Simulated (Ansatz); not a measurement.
# GaH₃ (triplet): from Hartree-Fock to the top rungs at distance Ga1–H2 = 2.886 Å, cc-pVDZ

How much of the correlation energy of GaH₃ (triplet) does each wave-function method recover here?

Method: cc-pVDZ, core rule «outside noble gas», up to 14 orbitals frozen; program: Ansatz 0.2.0, Gaussian basis.

To be run: UHF; CCSD(T) on ROHF; CCSD(T) on UHF; BCCD(T) on ROHF; CISD; CCSDT(Q) on ROHF; CCSDT(Q) on UHF; CASSCF and MRCISD+Q, 4 electrons in 4 orbitals; CASSCF and NEVPT2, 4 electrons in 4 orbitals; CASSCF and MRCISD+Q, 6 electrons in 7 orbitals; CASSCF and NEVPT2, 6 electrons in 7 orbitals; Full CI.

13 further runs of the same task are left out: 9 that didn't finish, 4 set aside as unsound or not needed.

## (1) The system

The geometry derives from a PBE0/def2-TZVP stationary point (not a proven minimum). One bond is set to the value named and the two fragments are kept rigid. No spin-orbit coupling is included. The filled d shell of Ga may be among the frozen orbitals whatever the setting's name suggests; the logs give the count.

4 atoms, charge 0, spin multiplicity 3.

Atoms are counted from 1 here; the program's logs count them from 0.

Bond lengths: Ga1–H3 1.955 Å, Ga1–H4 1.955 Å, H3–H4 0.811 Å. Angles: H3–Ga1–H4 23.9°, Ga1–H3–H4 78.0°, Ga1–H4–H3 78.0°.

## (2) UHF

Contents of in.yaml:

```yaml
crystal:
  periodic: [false, false, false]
  atoms:
    - {symbol: Ga, position_ang: [0.000000, 0.044849, -0.040055]}
    - {symbol: H, position_ang: [0.000000, -2.696309, -0.942855]}
    - {symbol: H, position_ang: [0.405418, -0.203035, 1.856821]}
    - {symbol: H, position_ang: [-0.405418, -0.203035, 1.856821]}
basis:
  gaussian: {orbitals: cc-pVDZ}
magnetization: {spin_polarized: true, initial_magnetization: 2}
hamiltonian: {xc: hf}
output: {orbitals: {seedname: orbitals}}
```

On the command line:

```
> ansatz run in.yaml --threads 1 --pin off --events-out ev --progress --plain --max-ram 2393MiB
```

After this run come: CCSD(T) on ROHF; CCSD(T) on UHF; BCCD(T) on ROHF; CISD; CCSDT(Q) on ROHF; CCSDT(Q) on UHF; CASSCF and MRCISD+Q, 4 electrons in 4 orbitals; CASSCF and NEVPT2, 4 electrons in 4 orbitals; CASSCF and MRCISD+Q, 6 electrons in 7 orbitals; CASSCF and NEVPT2, 6 electrons in 7 orbitals; Full CI.

Before running them: what should the planned runs give, taken together? Wanted: FCI below the RHF energy; RMP2 from FCI; UMP2 from FCI; RCCSD from FCI; RCCSD(T) from FCI; UCCSD(T) from FCI; RCCSDT(Q) from FCI; UCCSDT(Q) from FCI; MRCISD+Q pair from FCI.

The runs gave:

| quantity | value |
| --- | --- |
| FCI below the RHF energy | -2.4891 eV |
| RMP2 from FCI | +15.65 kcal/mol |
| UMP2 from FCI | +15.82 kcal/mol |
| RCCSD from FCI | +1.36 kcal/mol |
| RCCSD(T) from FCI | +0.36 kcal/mol |
| UCCSD(T) from FCI | +0.30 kcal/mol |
| RCCSDT(Q) from FCI | 0.00 kcal/mol |
| UCCSDT(Q) from FCI | -0.06 kcal/mol |
| MRCISD+Q pair from FCI | -0.70 kcal/mol |
| NEVPT2 valence from FCI | +9.24 kcal/mol |
| MRCISD+Q valence from FCI | +0.32 kcal/mol |
| levels within 1 kcal/mol (43 meV) | RCCSD(T), UCCSD(T), BCCD(T), RCCSDT, UCCSDT, RCCSDT(Q), UCCSDT(Q), MRCISD+Q pair, MRCISD+Q valence |
| T1 diagnostic | 0.024 |
| effectively unpaired electrons | 2.06 |

In words: RCCSD(T) lands +0.36 kcal/mol from the yardstick (0.6 % of the correlation energy). UCCSDT(Q), MRCISD+Q pair fall below full CI: unrestricted runs freeze a spin-polarised core, another one than full CI's, and coupled cluster isn't variational. One determinant dominates. Of the multireference levels listed MRCISD+Q valence comes nearest in total energy (+0.32 kcal/mol), which doesn't show that its space is the better one. These misses are within one basis, not against nature; the frozen cores of restricted and unrestricted runs differ, which can shift their rows.
